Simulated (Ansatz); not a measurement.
**AlClFHO: an energy map over bond length O1–Al2 and bond length Al2–Cl4**

How does the energy of AlClFHO, SMILES [OH][Al]([F])[Cl] change over two coordinates at once? A grid of runs gives the map.

The runs use Ansatz 0.2.0; RKS CAM-B3LYP-D4/def2-TZVP.

## 1. Starting geometry

SMILES `[OH][Al]([F])[Cl]`, 5 atoms, charge 0, spin multiplicity 1.

Atoms are counted from 1 here; the program's logs count them from 0.

Bond lengths: O1–Al2 1.701 Å, O1–H5 0.970 Å, Al2–F3 1.665 Å, Al2–Cl4 2.097 Å. Angles: Al2–O1–H5 122.4°, O1–Al2–F3 117.6°, O1–Al2–Cl4 123.9°, F3–Al2–Cl4 118.5°.

Coordinates:

```xyz
5

O     0.4663    1.2269   -0.0208
Al   -0.0563   -0.3663    0.2674
F     0.0820   -0.9545    1.8190
Cl   -0.8583   -1.6193   -1.2098
H     0.4163    1.6395   -0.8972
```

This geometry comes from a loose relaxation at PBE in a small basis, which is not shown.

## 2. The minimum at this level

Contents of input.yaml:

```yaml
crystal:
  periodic: [false, false, false]
  atoms:
    - { symbol: O, position_ang: [0.466278, 1.226937, -0.020804] }
    - { symbol: Al, position_ang: [-0.056307, -0.366281, 0.267389] }
    - { symbol: F, position_ang: [0.081951, -0.95453, 1.818957] }
    - { symbol: Cl, position_ang: [-0.858323, -1.61932, -1.209849] }
    - { symbol: H, position_ang: [0.416301, 1.639494, -0.897193] }
basis:
  gaussian: { orbitals: def2-TZVP }
hamiltonian:
  xc: { name: CAM-B3LYP }
  dispersion: d4
output:
  forces: true
relax:
  f_tol: 0.003
  max_steps: 120
```

Launch:

```
$ ansatz run input.yaml --threads 1 --pin off --max-ram 2560MiB --backend cpu --events-out ev --progress --plain --runs-dir out
```

The log of the run, shortened:

```text
Warning: RAYON_NUM_THREADS=1 ignored (pool sized by the plan → 1); use --threads N
[...]
Functional definition: CAM-B3LYP
[...]
873 factors; their error is unknown
238 factors; integrals over basis functions are off by at most 5.0e-6 eV
[...]
mean field -23907.59653380 eV, -878.5879674660 hartree, gradient 4.8e-5 eV, S^2 0.000000; 0 other end points of the search recorded, 0 dependent functions left out
[...]
reference -23907.59664563 eV, -878.5879715759 hartree; 24, 24 occupied and 118, 118 virtual orbitals, 873 factors
relax step   1: F+E_penalty+E_count = -23907.67893240 eV  Δ(F+E_penalty+E_count) = +0.000e0 eV  max|allowed force component| = 9.075e-1 eV/Å  Δτ_max = 0.0000 Å  (27 SCF iters, accepted)
[...]
relax step   6: F+E_penalty+E_count = -23907.71919085 eV  Δ(F+E_penalty+E_count) = -2.960e-4 eV  max|allowed force component| = 2.224e-2 eV/Å  Δτ_max = 0.0222 Å  (33 SCF iters, accepted)
[...]
relax step   7: F+E_penalty+E_count = -23907.71926923 eV  Δ(F+E_penalty+E_count) = -7.837e-5 eV  max|allowed force component| = 2.032e-3 eV/Å  Δτ_max = 0.0061 Å  (34 SCF iters, accepted)
873 factors; their error is unknown
238 factors; integrals over basis functions are off by at most 4.9e-6 eV
[...]
mean field -23907.63610275 eV, -878.5894215983 hartree, gradient 4.6e-5 eV, S^2 0.000000; 1 other end points of the search recorded, 0 dependent functions left out
[...]
reference -23907.63621431 eV, -878.5894256982 hartree; 24, 24 occupied and 118, 118 virtual orbitals, 873 factors
Total energy: -23907.71938079 eV, -878.5924820099 hartree
Atom 0 at     0.450792     1.195473    -0.033635 Å, force    -0.000567    -0.002032    -0.000010 eV/Å
Atom 1 at    -0.055999    -0.366324     0.270140 Å, force     0.000387     0.001427    -0.000657 eV/Å
Atom 2 at     0.081593    -0.939513     1.792501 Å, force     0.000248    -0.000074     0.001468 eV/Å
Atom 3 at    -0.848175    -1.604413    -1.191309 Å, force     0.000050     0.000482    -0.000628 eV/Å
Atom 4 at     0.421688     1.641077    -0.879197 Å, force    -0.000119     0.000197    -0.000173 eV/Å
Dipole moment:     0.004111     0.237358    -0.364553 e Å
```

It took 60 s on 1 thread of AMD EPYC 7R43 (Zen 3), shared host; peak memory 0.31 GiB.

Relaxation path:

```
step  energy from step 1 (eV)  largest force component (eV/Å)
   1                   0.0000                          0.9075
   2                  -0.0293                          0.5312
   3                  -0.0387                          0.0662
   4                  -0.0392                          0.0549
   5                  -0.0400                          0.0556
   6                  -0.0403                          0.0222
   7                  -0.0403                          0.0020
```

Distances of close pairs at the start and the end, largest changes first:

```
   bond  before (Å)  after (Å)  change (Å)
 Al2–F3       1.665      1.633      -0.033
 O1–Al2       1.701      1.670      -0.031
Al2–Cl4       2.097      2.073      -0.024
  O1–H5       0.970      0.956      -0.014
```

## 3. The grid

The axes are (1) bond length O1–Al2: 7 values from 1.369 to 2.505 Å; (2) bond length Al2–Cl4: 7 values from 1.741 to 2.695 Å.

Nothing else is relaxed (all other coordinates rigid). Energies count from the relaxed molecule at the same level.

Below, 3 of the grid's runs; all are launched alike.

## 4. Point bond length O1–Al2 = 2.126 Å, bond length Al2–Cl4 = 2.377 Å

Contents of input.yaml:

```yaml
crystal:
  periodic: [false, false, false]
  atoms:
    - { symbol: O, position_ang: [0.450792, 1.195473, -0.033635] }
    - { symbol: Al, position_ang: [-0.194447, -0.792983, 0.353126] }
    - { symbol: F, position_ang: [-0.056854, -1.366172, 1.875488] }
    - { symbol: Cl, position_ang: [-1.102908, -2.212814, -1.322853] }
    - { symbol: H, position_ang: [0.421688, 1.641077, -0.879197] }
basis:
  gaussian: { orbitals: def2-TZVP }
hamiltonian:
  xc: { name: CAM-B3LYP }
  dispersion: d4
output:
  forces: true
```

Launch:

```
$ ansatz run input.yaml --threads 1 --pin off --max-ram 2560MiB --backend cpu --events-out ev --progress --plain --runs-dir out
```

The log of the run, shortened:

```text
Warning: RAYON_NUM_THREADS=1 ignored (pool sized by the plan → 1); use --threads N
[...]
[... 1 set-up line as earlier in the session ...]
[...]
873 factors; their error is unknown
194 factors; integrals over basis functions are off by at most 2.6e-5 eV
[...]
mean field -23905.39710159 eV, -878.5071398235 hartree, gradient 3.1e-5 eV, S^2 0.000000; 0 other end points of the search recorded, 0 dependent functions left out
[...]
reference -23905.39721976 eV, -878.5071441659 hartree; 24, 24 occupied and 118, 118 virtual orbitals, 873 factors
Total energy: -23905.47571147 eV, -878.5100286832 hartree
Atom 0 at     0.450792     1.195473    -0.033635 Å, force    -1.155250    -4.179134     1.689878 eV/Å
Atom 1 at    -0.194447    -0.792983     0.353126 Å, force     0.251183     2.525114    -2.969362 eV/Å
Atom 2 at    -0.056854    -1.366172     1.875488 Å, force    -0.008748     0.230736    -0.409213 eV/Å
Atom 3 at    -1.102908    -2.212814    -1.322853 Å, force     1.190550     1.882924     2.160654 eV/Å
Atom 4 at     0.421688     1.641077    -0.879197 Å, force    -0.277737    -0.459640    -0.471957 eV/Å
Dipole moment:    -0.005826     0.068995    -0.136880 e Å
```

It took 7.7 s on 1 thread of AMD EPYC 7R43 (Zen 3), shared host; peak memory 0.29 GiB.

On the map this point reads 216 kJ/mol.

## 5. Point bond length O1–Al2 = 1.559 Å, bond length Al2–Cl4 = 2.536 Å

Contents of input.yaml:

```yaml
crystal:
  periodic: [false, false, false]
  atoms:
    - { symbol: O, position_ang: [0.450792, 1.195473, -0.033635] }
    - { symbol: Al, position_ang: [-0.022363, -0.262666, 0.249978] }
    - { symbol: F, position_ang: [0.11523, -0.835855, 1.77234] }
    - { symbol: Cl, position_ang: [-0.991592, -1.777471, -1.538109] }
    - { symbol: H, position_ang: [0.421688, 1.641077, -0.879197] }
basis:
  gaussian: { orbitals: def2-TZVP }
hamiltonian:
  xc: { name: CAM-B3LYP }
  dispersion: d4
output:
  forces: true
```

Launch:

```
$ ansatz run input.yaml --threads 1 --pin off --max-ram 2560MiB --backend cpu --events-out ev --progress --plain --runs-dir out
```

The log of the run, shortened:

```text
Warning: RAYON_NUM_THREADS=1 ignored (pool sized by the plan → 1); use --threads N
[...]
[... 1 set-up line as earlier in the session ...]
[...]
873 factors; their error is unknown
194 factors; integrals over basis functions are off by at most 1.8e-5 eV
[...]
mean field -23906.38570111 eV, -878.5434701856 hartree, gradient 1.8e-5 eV, S^2 0.000000; 0 other end points of the search recorded, 0 dependent functions left out
[...]
reference -23906.38581602 eV, -878.5434744084 hartree; 24, 24 occupied and 118, 118 virtual orbitals, 873 factors
Total energy: -23906.46666663 eV, -878.5464456134 hartree
Atom 0 at     0.450792     1.195473    -0.033635 Å, force     1.114790     3.809935    -1.272336 eV/Å
Atom 1 at    -0.022363    -0.262666     0.249978 Å, force    -2.356080    -5.886936    -0.798335 eV/Å
Atom 2 at     0.115230    -0.835855     1.772340 Å, force    -0.107562    -0.143605    -0.237598 eV/Å
Atom 3 at    -0.991592    -1.777471    -1.538109 Å, force     1.245232     1.960572     2.273994 eV/Å
Atom 4 at     0.421688     1.641077    -0.879197 Å, force     0.103621     0.260035     0.034274 eV/Å
Dipole moment:     0.187573     0.571279    -0.102053 e Å
```

It took 7.2 s on 1 thread of AMD EPYC 7R43 (Zen 3), shared host; peak memory 0.29 GiB.

On the map this point reads 121 kJ/mol.

## 6. Grid point bond length O1–Al2 = 1.748 Å, bond length Al2–Cl4 = 2.059 Å

Contents of input.yaml:

```yaml
crystal:
  periodic: [false, false, false]
  atoms:
    - { symbol: O, position_ang: [0.450792, 1.195473, -0.033635] }
    - { symbol: Al, position_ang: [-0.079724, -0.439438, 0.284361] }
    - { symbol: F, position_ang: [0.057868, -1.012627, 1.806722] }
    - { symbol: Cl, position_ang: [-0.86665, -1.669322, -1.167402] }
    - { symbol: H, position_ang: [0.421688, 1.641077, -0.879197] }
basis:
  gaussian: { orbitals: def2-TZVP }
hamiltonian:
  xc: { name: CAM-B3LYP }
  dispersion: d4
output:
  forces: true
```

Launch:

```
$ ansatz run input.yaml --threads 1 --pin off --max-ram 2560MiB --backend cpu --events-out ev --progress --plain --runs-dir out
```

The log of the run, shortened:

```text
Warning: RAYON_NUM_THREADS=1 ignored (pool sized by the plan → 1); use --threads N
[...]
[... 1 set-up line as earlier in the session ...]
[...]
873 factors; their error is unknown
194 factors; integrals over basis functions are off by at most 1.4e-5 eV
[...]
mean field -23907.55115578 eV, -878.5862998548 hartree, gradient 5.0e-5 eV, S^2 0.000000; 0 other end points of the search recorded, 0 dependent functions left out
[...]
reference -23907.55126786 eV, -878.5863039735 hartree; 24, 24 occupied and 118, 118 virtual orbitals, 873 factors
Total energy: -23907.63394460 eV, -878.5893422877 hartree
Atom 0 at     0.450792     1.195473    -0.033635 Å, force    -0.519906    -1.749770     0.548745 eV/Å
Atom 1 at    -0.079724    -0.439438     0.284361 Å, force     0.636908     1.909737    -0.296665 eV/Å
Atom 2 at     0.057868    -1.012627     1.806722 Å, force     0.014422     0.061534    -0.035883 eV/Å
Atom 3 at    -0.866650    -1.669322    -1.167402 Å, force    -0.070510    -0.102922    -0.141848 eV/Å
Atom 4 at     0.421688     1.641077    -0.879197 Å, force    -0.060914    -0.118580    -0.074349 eV/Å
Dipole moment:    -0.020177     0.170330    -0.362575 e Å
```

Run time: 6.7 s. Hardware: 1 thread of AMD EPYC 7R43 (Zen 3), shared host; peak memory 0.3 GiB.

Energy on the map's scale: 8 kJ/mol.

## 7. The map

49 points were computed. Energies in kJ/mol, from the relaxed molecule at the same level:

```csv
"bond length Al2–Cl4 (Å) ↓, bond length O1–Al2 (Å) →",1.369,1.559,1.748,1.937,2.126,2.315,2.505
2.695,387,172,163,231,320,410,492
2.536,337,121,112,178,267,357,439
2.377,292,73,63,128,216,306,388
2.218,257,36,24,88,175,264,346
2.059,246,23,8,70,156,244,326
1.900,284,58,40,100,184,271,352
1.741,415,185,165,222,304,389,469
```

On the same grid, largest force on an atom (eV/Å):

```csv
"bond length Al2–Cl4 (Å) ↓, bond length O1–Al2 (Å) →",1.369,1.559,1.748,1.937,2.126,2.315,2.505
2.695,23.3,6.3,3.4,4.4,4.7,4.4,3.9
2.536,23.4,6.4,3.3,4.3,4.7,4.4,3.9
2.377,23.2,6.2,3.0,4.3,4.7,4.4,3.9
2.218,22.7,5.6,2.0,4.2,4.6,4.4,3.9
2.059,21.6,4.5,2.0,4.1,4.5,4.3,3.9
1.900,21.8,4.7,5.4,7.1,7.4,7.0,6.5
1.741,22.0,12.8,13.1,14.5,14.7,14.4,14.0
```

## 8. Outcome

```
                       quantity                                                                                                                                                               value
                   lowest point                                                                                               bond length O1–Al2 = 1.748 Å, bond length Al2–Cl4 = 2.059 Å, 8 kJ/mol
         highest computed point                                                                            bond length O1–Al2 = 2.505 Å, bond length Al2–Cl4 = 2.695 Å, 484 kJ/mol above the lowest
largest force on an atom (eV/Å)  2.0 at bond length O1–Al2 = 1.748 Å, bond length Al2–Cl4 = 2.218 Å to 23.4 at bond length O1–Al2 = 1.369 Å, bond length Al2–Cl4 = 2.536 Å; 2.0 at the lowest point
        time for the whole task                                                                                                                                    7.9 min on 1 thread, shared host
```

**Reading.** The lowest computed point is at bond length O1–Al2 = 1.748 Å, bond length Al2–Cl4 = 2.059 Å, 8 kJ/mol from the relaxed molecule at the same level. No other kind of well shows on this grid. The highest computed point, bond length O1–Al2 = 2.505 Å, bond length Al2–Cl4 = 2.695 Å, lies 484 kJ/mol above the lowest. Round the minimum the two coordinates are nearly uncoupled.
